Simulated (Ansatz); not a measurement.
# CoSi2: the cost of one run

All numbers are computed with Ansatz 0.2.0 through its Python package. The levels of theory stand in the script.

The COD entry's cell or inner coordinates are ideal or old and differ from later refinements, so a difference from it is no clean test against experiment.

### 1 The system

It takes space group Fm-3m (No. 225, cubic). The conventional cell has a = 5.356 Å, b = 5.356 Å, c = 5.356 Å, α = 90.00°, β = 90.00°, γ = 90.00°. Co (site symmetry m-3m) is surrounded by 8 Si at 2.32 Å. Si (site symmetry -43m) has 4 Co at 2.32 Å as nearest neighbours.

No structure file is read: the coordinates are typed or built in the script.

### 2 The script

Contents of lattice.py:

```python
"""How the lattice of CoSi2 depends on the functional."""

import warnings

import ansatz
import numpy as np

def edges_and_angles(cell):
    cell = np.asarray(cell)
    a, b, c = np.linalg.norm(cell, axis=1)
    cosines = cell[1] @ cell[2] / (b * c), cell[0] @ cell[2] / (a * c), cell[0] @ cell[1] / (a * b)
    return (a, b, c, *np.degrees(np.arccos(cosines)))


def main() -> None:
    warnings.simplefilter("ignore", ansatz.DeckWarning)

    lattice = ansatz.Lattice.of(
        (0.0, 2.678, 2.678),
        (2.678, 0.0, 2.678),
        (2.678, 2.678, 0.0),
    )
    sites = [
        ("Co", (0.0, 0.0, 0.0)),
        ("Si", (0.25, 0.25, 0.25)),
        ("Si", (0.75, 0.75, 0.75)),
    ]
    cell = ansatz.Crystal(lattice=lattice)
    for symbol, position in sites:
        cell = cell.atom(symbol, position)
    cell = cell.moments(Co=1.8)

    calculation = (
        cell.calculation()
        .kpoints(11)
        .occupations("fermi_dirac")
        .spin("collinear")
        .relax(cell=True, force_tolerance=0.02)
    )

    levels = [("r2scan", "rvv10"), ("pbe", "d3bj"), ("pbe", "d4"), ("r2scan", "d4")]
    print("level            a       b       c    alpha   beta  gamma  V/atom  steps")
    for name, dispersion in levels:
        seen = []
        run = calculation.functional(name, dispersion=dispersion).session().plan()
        done = run.execute(on_event=lambda e: seen.append(e) if e["event"] == "relax_step" else None)
        cell = done.lattice.cell_ang
        label = name if dispersion == "none" else f"{name}+{dispersion}"
        print("{:13s} {:7.4f} {:7.4f} {:7.4f} {:6.2f} {:6.2f} {:6.2f}".format(label, *edges_and_angles(cell)), f"{abs(np.linalg.det(cell)) / len(done.lattice.sites):7.3f} {len(seen):5d}")


if __name__ == "__main__":
    main()
```

### 3 The calls as engine input

The package turns the script's settings into the engine's input (first run):

```yaml
crystal:
  lattice:
    - [0.0, 2.678, 2.678]
    - [2.678, 0.0, 2.678]
    - [2.678, 2.678, 0.0]
  atoms:
    - { symbol: Co, position: [0.0, 0.0, 0.0] }
    - { symbol: Si, position: [0.25, 0.25, 0.25] }
    - { symbol: Si, position: [0.75, 0.75, 0.75] }
kpoints:
  mp_grid:
    grid: [11, 11, 11]
hamiltonian:
  xc: r2scan
  dispersion: rvv10
magnetization:
  spin_polarized: true
  per_species:
    Co: 1.8
scf:
  occupations:
    method: fermi_dirac
relax:
  f_tol: 0.02
  cell: {}
```

### 4 Launch

The run is started by

```sh
python lattice.py
```

What time and memory should one allow on 1 thread of Arm Neoverse V2, shared host?

About 2.8 min, with a peak of 0.64 GiB.
